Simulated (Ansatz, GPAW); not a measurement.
## A script for Cs2AgBiBr6 (GLLB-SC)

These are simulated results from GPAW 26.7.0, not measurements. The cell began as a measured structure and was relaxed with r2SCAN in plane waves (Ansatz 0.2.0). All runs are without spin polarisation.

The symmetry is Fm-3m (No. 225, cubic); conventional cell a = 11.346 Å, 36.51 Å³ an atom. Cs is surrounded by 12 Br at 4.01 Å; Ag is surrounded by 6 Br at 2.82 Å; Bi is surrounded by 6 Br at 2.86 Å; Br is surrounded by 1 Ag at 2.82 Å and 1 Bi at 2.86 Å and 4 Cs at 4.01 Å.

GLLB-SC is a model potential. Its fundamental gap is the Kohn-Sham gap plus a derivative discontinuity, which the script evaluates at the band edges among the listed k points. Its total energy isn't variational and serves nothing here.

The script, run.py:

```python
import json
from ase import Atoms
from gpaw import GPAW, PW, FermiDirac

atoms = Atoms(['Cs', 'Cs', 'Ag', 'Bi', 'Br', 'Br', 'Br', 'Br', 'Br', 'Br'],
              cell=[[0.0, 5.6728029, 5.6728029], [5.6728029, 0.0, 5.6728029], [5.6728029, 5.6728029, 0.0]],
              scaled_positions=[[0.25, 0.25, 0.25], [0.75, 0.75, 0.75], [0.5, 0.5, 0.5], [0.0, 0.0, 0.0], [0.251824356, 0.748175644, 0.251824356], [0.251824356, 0.748175644, 0.748175644], [0.748175644, 0.251824356, 0.748175644], [0.748175644, 0.251824356, 0.251824356], [0.251824356, 0.251824356, 0.748175644], [0.748175644, 0.748175644, 0.251824356]],
              pbc=True)
calc = GPAW(mode=PW(400), xc='GLLBSC', kpts={'size': (4, 4, 4), 'gamma': True},
            occupations=FermiDirac(0.02), maxiter=100, legacy_gpaw=True, txt='gpaw.txt')
atoms.calc = calc
res = {'energy': atoms.get_potential_energy(force_consistent=True)}
res['electrons'] = calc.get_number_of_electrons()
res['k'] = calc.get_ibz_k_points().tolist()
res['levels'] = [calc.get_eigenvalues(kpt=i).tolist() for i in range(len(res['k']))]
points = [[0.0, 0.0, 0.0], [0.5, 0.0, 0.5], [0.625, 0.25, 0.625], [0.375, 0.375, 0.75], [0.5, 0.5, 0.5], [0.5, 0.25, 0.75], [0.0, 0.5, 0.5], [0.0, 0.0, 0.5], [0.5, 0.4, 0.6]]
bands = calc.fixed_density(kpts=points, symmetry='off', nbands=round(res['electrons']) // 2 + 6, convergence={'bands': -2}, txt='bands.txt')
res['points'] = [bands.get_eigenvalues(kpt=i).tolist() for i in range(len(points))]
homo, lumo = bands.get_homo_lumo()
potential = calc.hamiltonian.xc.response.calculate_discontinuity_potential(homo, lumo)
res['discontinuity'] = bands.hamiltonian.xc.response.calculate_discontinuity(potential)
json.dump(res, open('results.json', 'w'))
print('free energy (eV):', round(res['energy'], 5))
```

Command: `python run.py`. It took 3.8 min on 1 thread of Arm Neoverse V2, on a shared host, peak memory 0.52 GiB.

The log gpaw.txt, trimmed of paths, versions and times, then the last line on the terminal. An iter line gives the energy in eV and the logarithms of the changes of orbitals (plane waves alone) and density (c: converged):

```
___ ___ ___ _ _ _
 |   |   |_  | | | |

 | | | | | . | | | |

 |__ |  _|___|_____|  26.7.0
 |___|_|

Input parameters:
  kpts: {gamma: True,
         size: (4, 4, 4)}
  maxiter: 100
  mode: {ecut: 400.0,
         name: pw}
  occupations: {fixmagmom: False,
                name: fermi-dirac,
                width: 0.02}
  xc: GLLBSC

System changes: positions, numbers, cell, pbc, initial_charges, initial_magmoms

Initialize ...

species:
  Cs:
    name:    Caesium
    Z:       55.0
    valence: 9
    core:    46
    charge:  0.0  # [|e|]
    compensation charges:
      type: gauss
      rc: 0.33  # [Å]
      lmax: 2
    cutoffs:
      filter: 2.06  # [Å]
      core: 2.51  # [Å]
    projectors
    | kind |    occ | energy [eV] | rcut [Å] |

    |------|--------|-------------|----------|

    |   5s |  2.000 |     -26.300 |    1.164 |

    |   6s |  1.000 |      -2.756 |    1.164 |

    |   5p |  6.000 |     -13.212 |    1.058 |

    |    p |        |      13.999 |    1.058 |

    |    d |        |       0.000 |    1.058 |

    Using partial waves for Cs as LCAO basis

  Ag:
    name:    Silver
    Z:       47.0
    valence: 17
    core:    30
    charge:  0.0  # [|e|]
    compensation charges:
      type: gauss
      rc: 0.40  # [Å]
      lmax: 2
    cutoffs:
      filter: 2.35  # [Å]
      core: 2.19  # [Å]
    projectors
    | kind |    occ | energy [eV] | rcut [Å] |

    |------|--------|-------------|----------|

    |   5s |  1.000 |      -6.187 |    1.286 |

    |   4p |  6.000 |     -60.965 |    1.328 |

    |   5p |  0.000 |      -1.933 |    1.328 |

    |   4d | 10.000 |      -9.899 |    1.180 |

    |    s |        |      21.024 |    1.286 |

    |    d |        |      17.313 |    1.180 |

    Using partial waves for Ag as LCAO basis

  Bi:
    name:    Bismuth
    Z:       83.0
    valence: 15
    core:    68
    charge:  0.0  # [|e|]
    compensation charges:
      type: gauss
      rc: 0.38  # [Å]
      lmax: 2
    cutoffs:
      filter: 2.23  # [Å]
      core: 2.33  # [Å]
    projectors
    | kind |    occ | energy [eV] | rcut [Å] |

    |------|--------|-------------|----------|

    |   6s |  2.000 |     -15.926 |    1.286 |

    |   6p |  3.000 |      -6.531 |    1.275 |

    |   5d | 10.000 |     -28.645 |    1.349 |

    |    s |        |      11.285 |    1.286 |

    |    p |        |      20.681 |    1.275 |

    |    d |        |      -1.433 |    1.349 |

    Using partial waves for Bi as LCAO basis

  Br:
    name:    Bromine
    Z:       35.0
    valence: 7
    core:    28
    charge:  0.0  # [|e|]
    compensation charges:
      type: gauss
      rc: 0.35  # [Å]
      lmax: 2
    cutoffs:
      filter: 1.98  # [Å]
      core: 2.38  # [Å]
    projectors
    | kind |    occ | energy [eV] | rcut [Å] |

    |------|--------|-------------|----------|

    |   4s |  2.000 |     -23.401 |    1.111 |

    |   4p |  5.000 |     -11.410 |    1.111 |

    |    s |        |       3.810 |    1.111 |

    |    p |        |      15.801 |    1.111 |

    |    d |        |       0.000 |    1.111 |

    Using partial waves for Br as LCAO basis

Reference energy: -1577785.516105  # eV

Spin-paired calculation

Convergence criteria:
[... 43 lines left out ...]
       k-points in crystal coordinates                weights
   0:     0.00000000    0.00000000    0.00000000          1/64
   1:     0.25000000    0.25000000    0.00000000          6/64
   2:     0.25000000    0.25000000    0.25000000          8/64
   3:     0.50000000    0.25000000   -0.25000000          6/64
   4:     0.50000000    0.25000000    0.25000000         12/64
   5:     0.50000000    0.50000000    0.00000000          3/64
   6:     0.50000000    0.50000000    0.25000000         24/64
   7:     0.50000000    0.50000000    0.50000000          4/64

Wave functions: Plane wave expansion
  Cutoff energy: 400.000 eV
  Number of coefficients (min, max): 6586, 6710
  Pulay-stress correction: 0.000000 eV/Ang^3 (de/decut=0.000000)
  Using FFTW library
  ScaLapack parameters: grid=1x1, blocksize=None
  Wavefunction extrapolation:
    Improved wavefunction reuse through dual PAW basis

Occupation numbers: Fermi-Dirac:
  width: 0.0200  # eV

Eigensolver
   Davidson(niter=2)

Densities:
  Coarse grid: 40*40*40 grid
  Fine grid: 80*80*80 grid
  Total Charge: 0.000000

Density mixing:
  Method: separate
  Backend: msr1
  Linear mixing parameter: 0.05
  old densities: 10
  Width of damping distribution: 1.1
  Damping of long wavelength oscillations: 20

Hamiltonian:
  XC and Coulomb potentials evaluated on a 80*80*80 grid
  Using the GLLBSC Exchange-Correlation functional
  External potential:
    NoExternalPotential

XC parameters: GLLBSC functional being used consists of
  -----------------------------------------------------------------------
  | Weight | Module     | Description                                   |

  -----------------------------------------------------------------------
  |  1.000 | SCREENING  | GGA_X_PBE_SOL with 2 nearest neighbor stencil |

  |  1.000 | RESPONSE   | eps=0.0500 eV                                 |

  |  1.000 | XC         | GGA_C_PBE_SOL with 2 nearest neighbor stencil |

  -----------------------------------------------------------------------

Memory estimate:
  Process memory now: 140.46 MiB
  Calculator: 111.88 MiB
    Density: 34.81 MiB
      Arrays: 12.70 MiB
      Localized functions: 12.35 MiB
      Mixer: 9.77 MiB
    Hamiltonian: 8.66 MiB
      Arrays: 8.30 MiB
      XC: 0.00 MiB
      Poisson: 0.00 MiB
      vbar: 0.36 MiB
    Wavefunctions: 68.41 MiB
      Arrays psit_nG: 45.05 MiB
      Eigensolver: 6.61 MiB
      Projections: 0.94 MiB
      Projectors: 12.55 MiB
      PW-descriptor: 3.26 MiB

Total number of cores used: 1

Number of atoms: 10
Number of atomic orbitals: 55
Number of bands in calculation: 55
Number of valence electrons: 92
Bands to converge: occupied

... initialized

Initializing position-dependent things.

Density initialized from atomic densities
Creating initial wave functions:
  55 bands from LCAO basis set
Positions:
   0 Cs     2.836401    2.836401    2.836401    ( 0.0000,  0.0000,  0.0000)
   1 Cs     8.509204    8.509204    8.509204    ( 0.0000,  0.0000,  0.0000)
   2 Ag     5.672803    5.672803    5.672803    ( 0.0000,  0.0000,  0.0000)
   3 Bi     0.000000    0.000000    0.000000    ( 0.0000,  0.0000,  0.0000)
   4 Br     5.672803    2.857100    5.672803    ( 0.0000,  0.0000,  0.0000)
   5 Br     8.488506    5.672803    5.672803    ( 0.0000,  0.0000,  0.0000)
   6 Br     5.672803    8.488506    5.672803    ( 0.0000,  0.0000,  0.0000)
   7 Br     2.857100    5.672803    5.672803    ( 0.0000,  0.0000,  0.0000)
   8 Br     5.672803    5.672803    2.857100    ( 0.0000,  0.0000,  0.0000)
   9 Br     5.672803    5.672803    8.488506    ( 0.0000,  0.0000,  0.0000)

Unit cell:
           periodic     x           y           z      points  spacing
  1. axis:    yes    0.000000    5.672803    5.672803    40     0.1638
  2. axis:    yes    5.672803    0.000000    5.672803    40     0.1638
  3. axis:    yes    5.672803    5.672803    0.000000    40     0.1638

  Lengths:   8.022555   8.022555   8.022555
  Angles:   60.000000  60.000000  60.000000

Effective grid spacing dv^(1/3) = 0.1787

iter:   1   -38.738562
iter:   2   -35.635226   -0.98  -1.27
iter:   3  -132.699119   -0.39  -1.27
iter:   4   -31.396280   +1.07  -1.19
iter:   5   -34.710909   -0.23  -1.49
iter:   6   -33.661202   -1.89  -1.49
iter:   7   -33.175765   -2.83  -1.49
iter:   8   -32.562171   -1.72  -1.53
iter:   9   -32.409538   -1.78  -1.64
iter:  10   -32.448142   -2.49  -1.72
iter:  11   -32.233644   -2.35  -1.91
iter:  12   -32.355247   -3.53  -2.05
iter:  13   -32.308259   -3.12  -2.04
iter:  14   -32.613184   -2.74  -2.50
iter:  15   -32.503684   -3.21  -2.86
iter:  16   -32.493413   -4.41  -3.25
iter:  17   -32.495706c  -5.01  -3.15
iter:  18   -32.500164c  -5.37  -3.79
iter:  19   -32.502447c  -6.25  -4.00
iter:  20   -32.500973c  -6.60  -3.92
iter:  21   -32.501147c  -7.44c -4.31c

Converged after 21 iterations.

Energy contributions relative to reference atoms: (reference = -1577785.516105)

Kinetic:       +212.482557
Potential:     -199.863973
External:        +0.000000
XC:             -44.904171
Entropy (-ST):   -0.000000
Local:           -0.215559
SIC:             +0.000000
--------------------------
Free energy:    -32.501147
Extrapolated:   -32.501147

GLLBSC response reference energy: 1.07072 eV (from HOMO)

Showing only first 2 kpts
 Kpt  Band  Eigenvalues  Occupancy
  0    44      0.33133    2.00000
  0    45      0.33133    2.00000
  0    46      3.91872    0.00000
  0    47      3.91872    0.00000

  1    44      0.14569    2.00000
  1    45      0.32843    2.00000
  1    46      4.12217    0.00000
  1    47      4.14580    0.00000

Fermi level: 2.17819

Gap: 1.750 eV
Transition (v -> c):
  (s=0, k=5, n=45, [0.50, 0.50, 0.00]) -> (s=0, k=7, n=46, [0.50, 0.50, 0.50])
Direct/indirect transitions are different
Direct gap: 2.838 eV
Transition at: (s=0, k=6, n=45, [0.50, 0.50, 0.25])

free energy (eV): -32.50115
```

The gap in the log is over the mesh alone; results.json adds the listed points. GLLB-SC gives a gap of 2.46 eV (1.750 eV Kohn-Sham over the listed points plus 0.715 eV discontinuity). On the same cell, plane-wave PBE (Ansatz, 4×4×4 k points and the special points) gives a gap of 1.28 eV and r2SCAN a gap of 1.67 eV; on shared hosts these took about 17 and 33 core-seconds on the 10-atom cell, against 230 for the script. Spin-orbit coupling, left out in all these runs, can cut or reorder the gap by tenths of an eV, up to about 1 eV with Pb or Bi.

Spin-orbit coupling is left out; in compounds of Pb, Bi, Tl or Hg it can lower a gap by up to about 1 eV, split its edges or invert the bands.
